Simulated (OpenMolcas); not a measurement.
# Rh⁴⁺ among point charges: CASSCF and CASPT2 levels and susceptibility

Aim: the splitting of the states of Rh⁴⁺ in the field of 6 point charges, its lowest levels with spin-orbit coupling and its magnetic susceptibility.

Program: OpenMolcas 26.06. Level of theory: state-averaged CASSCF and CASPT2, spin-orbit coupling by RASSI with atomic mean-field integrals. These are calculated values, not measurements, unless marked.

### Step 1. Starting point

```
Species                           : Rh⁴⁺ (rhodium, Z = 45, 41 electrons)
Basis                             : ANO-RCC-VTZP [7s6p4d2f1g], 68 functions
Scalar Hamiltonian                : DKH2, point nucleus
Inactive shells                   : 1s 2s 2p 3s 3p 3d 4s 4p
Active space                      : 5 electrons in 5 orbitals (4d)
Some configurations of this space : 4d5
Orbitals                          : optimised for each spin and parity, averaged over all roots
```

The outer shells:

4d5
```
4d [↑ ][↑ ][↑ ][↑ ][↑ ]
```

The ion sits among 6 point charges of -0.85 e arranged as a tetragonal octahedron (D4h), 2 Å from the ion, with the axial distance 2.100 Å.

The work runs as a chain of OpenMolcas steps in one folder; each step below is one input file. Labels, J, g values, rates, χT and fits are worked out afterwards by a script from the matrices that RASSI stores. The input lists half of the charges; inversion (Group=XYZ) makes the rest.

### Step 2. Basis and integrals

Input file a.inp:

```
&GATEWAY
Coord
1

Rh 0.0 0.0 0.0
Basis=ANO-RCC-VTZP
Group=XYZ
NoMove
AngMom=0.0 0.0 0.0
AMFI
XField
3 Angstrom 0
2.000000 0.000000 0.000000 -0.850000
0.000000 2.000000 0.000000 -0.850000
0.000000 0.000000 2.100000 -0.850000
&SEWARD
```

Run with:

```sh
$ OMP_NUM_THREADS=1 MOLCAS_MEM=1689 MOLCAS_PROJECT=a pymolcas a.inp > a.log
```

### Step 3. CASSCF: sextets of even parity, 1 root

Input file a.inp:

```
&RASSCF
FileOrb=start.orb
Symmetry=1
Spin=6
nActEl=5 0 0
Inactive=9 9
Ras2=5 0
CIRoot=1 1 1
SDav=1
CIMx=300
Iter=120 100
PrWF=0.3
OrbListing=Nothing
MaxOrb=0
>>> COPY $Project.JobIph JOB001
```

start.orb holds the contracted functions of the basis, ordered by shell, or the orbitals of the step before.

### Step 4. CASSCF: quartets of even parity, 24 roots

Input file a.inp:

```
&RASSCF
FileOrb=start.orb
Symmetry=1
Spin=4
nActEl=5 0 0
Inactive=9 9
Ras2=5 0
CIRoot=24 24 1
SDav=24
CIMx=300
Iter=120 100
PrWF=0.3
OrbListing=Nothing
MaxOrb=0
>>> COPY $Project.JobIph JOB002
```

### Step 5. CASSCF: doublets of even parity, 75 roots

Input file a.inp:

```
&RASSCF
FileOrb=start.orb
Symmetry=1
Spin=2
nActEl=5 0 0
Inactive=9 9
Ras2=5 0
CIRoot=75 75 1
SDav=75
CIMx=300
Iter=120 100
PrWF=0.3
OrbListing=Nothing
MaxOrb=0
>>> COPY $Project.JobIph JOB003
```

### Step 6. State interaction with spin-orbit coupling

Input file a.inp:

```
&RASSI
NrOfJobIphs=3 1 24 75
1
1 2 3 4 5 6 7 8 9 10 11 12 13 14 15 16 17 18 19 20 21 22 23 24
1 2 3 4 5 6 7 8 9 10 11 12 13 14 15 16 17 18 19 20 21 22 23 24 25 26 27
28 29 30 31 32 33 34 35 36 37 38 39 40 41 42 43 44 45 46 47 48 49 50 51
52 53 54 55 56 57 58 59 60 61 62 63 64 65 66 67 68 69 70 71 72 73 74 75
IphNames
JOB001
JOB002
JOB003
EJob
SpinOrbit
DIPRint=1.0
SOCoupling=1000.0
Subsets=2
Property=9
'ANGMOM' 1 'ANGMOM' 2 'ANGMOM' 3 'MLTPL  1' 1 'MLTPL  1' 2 'MLTPL  1' 3
'AMFI' 1 'AMFI' 2 'AMFI' 3
SOProperty=3
'ANGMOM' 1 'ANGMOM' 2 'ANGMOM' 3
```

### Step 7. CASPT2: IPEA 0.25, imaginary shift 0.1 (closed shells correlated: 4s 4p)

Input file a.inp:

```
>>> COPY JOB001 $Project.JobIph
&CASPT2
Multistate=1 1
Frozen=8 6
IPEA=0.25
Imaginary=0.1
MaxIter=60
WThr=0.0 0.3 0.05
PrWF=0.5
NoMix
>>> COPY JOB002 $Project.JobIph
&CASPT2
Multistate=24 1 2 3 4 5 6 7 8 9 10 11 12 13 14 15 16 17 18 19 20 21 22
23 24
NoMult
Frozen=8 6
IPEA=0.25
Imaginary=0.1
MaxIter=60
WThr=0.0 0.3 0.05
PrWF=0.5
NoMix
>>> COPY JOB003 $Project.JobIph
&CASPT2
Multistate=75 1 2 3 4 5 6 7 8 9 10 11 12 13 14 15 16 17 18 19 20 21 22
23 24 25 26 27 28 29 30 31 32 33 34 35 36 37 38 39 40 41 42 43 44 45 46
47 48 49 50 51 52 53 54 55 56 57 58 59 60 61 62 63 64 65 66 67 68 69 70
71 72 73 74 75
NoMult
Frozen=8 6
IPEA=0.25
Imaginary=0.1
MaxIter=60
WThr=0.0 0.3 0.05
PrWF=0.5
NoMix
```

(Steps that only read results are left out.)

Before running it: what results should come out? Wanted: spin-free ground state; lowest level; next level.

As calculated:

| quantity | value |
| --- | --- |
| method | SS-CASPT2, IPEA 0.25, imaginary shift 0.1 (closed shells correlated: 4s 4p) |
| spin-free ground state | 6A1, 1-fold in its orbital part |
| lowest level | 2-fold E3/2, g = 0.19, 0.19, 9.98 |
| next level | 2.2 cm⁻¹ |
| χT at 300 K | 4.37 cm³ K/mol |
| effective moment at 300 K | 5.91 μB |

Cost by method:

```
                                              method  time of its own steps  time with the reference
                                           A. CASSCF                   30 s                     30 s
B. SS-CASPT2, IPEA 0.25, imaginary shift 0.1, +4s 4p                   14 s                     43 s
```

Times are of one thread on a shared host.

In words: The spin-free ground state (6A1) comes to 100 % from free-ion S terms and keeps the highest spin of the shell. χT at 300 K is 4.37, against 4.39 cm³ K/mol for the spin alone, as a half-filled shell (L = 0) has no orbital moment. An active space of the d shell alone favours high spin; real ions in strong fields can be low spin. The field of point charges can differ much from that of real complexes. With metal d orbitals alone active, the gaps between spin states are rough; where two lie within a few thousand cm-1, their order is open. Point charges carry no covalency, so the field is a model and not that of real ligands.
